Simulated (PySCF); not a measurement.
**[Nd(OH)3]−: other functionals and bases at one geometry**

The task here is to estimate one member of a computed series from the others.

The runs use PySCF 2.14.0; several levels, as the steps say, no spin–orbit coupling.

1 further run of the same task is left out (for a known fault of the program).

### Where the work starts

7 atoms, charge -1, spin multiplicity 1.

Bond lengths: Nd1–O2 2.308 Å, Nd1–O4 2.308 Å, Nd1–O6 2.308 Å, O2–H3 0.959 Å, O4–H5 0.959 Å, O6–H7 0.959 Å. Angles: O2–Nd1–O4 120.0°, O2–Nd1–O6 120.0°, O4–Nd1–O6 120.0°, Nd1–O2–H3 179.6°, Nd1–O4–H5 179.6°, Nd1–O6–H7 179.6°.

As a file:

```
Nd    0.0000    0.0000    0.1343
O     2.3076    0.0000    0.1416
H     3.2670    0.0000    0.1509
O    -1.1538    1.9985    0.1416
H    -1.6335    2.8293    0.1509
O    -1.1538   -1.9985    0.1416
H    -1.6335   -2.8293    0.1509
```

Formal oxidation states: Nd +2. Each metal's 4 4f electrons lie in its core potential, so multiplicities, spins and levels count the valence alone. An earlier session relaxed this geometry at PBE0, Nd lcecp-0-SVP with ECP50, O def2-SVP, H def2-SVP (singlet, point group D3h).

At PBE0 on the finer grid: E = -254.969029 Eh, frontier levels not given, since the 4f levels lie in the core, Mulliken charge on Nd1 +0.57 e, largest force component 0.009 eV/Å. 

Levels to run: BP86; revPBE; PBE0, TZVP. Hardware: 2 threads of AMD EPYC 9R45 (Zen 5), shared host.

Set-up of the first run:

Input file run.py (the lines that set the calculation):

```python
mol = gto.M(atom='''
Nd     0.00000     0.00000     0.13427
O      2.30763     0.00002     0.14159
H      3.26698     0.00003     0.15085
O     -1.15383     1.99846     0.14159
H     -1.63352     2.82928     0.15085
O     -1.15380    -1.99848     0.14159
H     -1.63347    -2.82930     0.15085''',
    basis={'Nd': 'lcecp-0-SVP', 'O': 'def2-SVP', 'H': 'def2-SVP'},
    ecp={'Nd': 'lcecp-0-SVP'},
    charge=-1, spin=0)
mf = dft.RKS(mol, xc='B88,P86')
mf.grids.atom_grid = (75, 302)  # f atoms: unpruned, at least (60, 302)
mf = mf.density_fit()  # fitting sets: Nd AutoAux, O def2-universal-JKFIT, H def2-universal-JKFIT
mf.conv_tol = 1e-08; mf.max_cycle = 55
mf.kernel(dm0)  # dm0: the density of the relaxed state
```

Started as:

```
$ OMP_NUM_THREADS=2 python run.py
```

Steps of the session up to this table: BP86; revPBE; PBE0, TZVP.

One of the session's tables, all rows but one given; the rest of the session is left out.

```
              level  charge on Nd1 (e)  largest force component (eV/Å)
PBE0 (relaxed here)               0.57                            0.01
               BP86                  ?                               ?
             revPBE               0.36                            0.64
         PBE0, TZVP               1.10                            0.45
```

Estimate the missing values for BP86.

As computed: charge on Nd1 (e): 0.35; largest force component (eV/Å): 0.67. In the column «charge on Nd1 (e)» it is the lowest.

The largest leftover force, 0.67 eV/Å with BP86, stands at a geometry relaxed at another level. With 4f in the core, its levels are missing from HOMO and gap, and its count is fixed, so no charge can pass from the ligands into it. Total energies of different levels can't be compared.
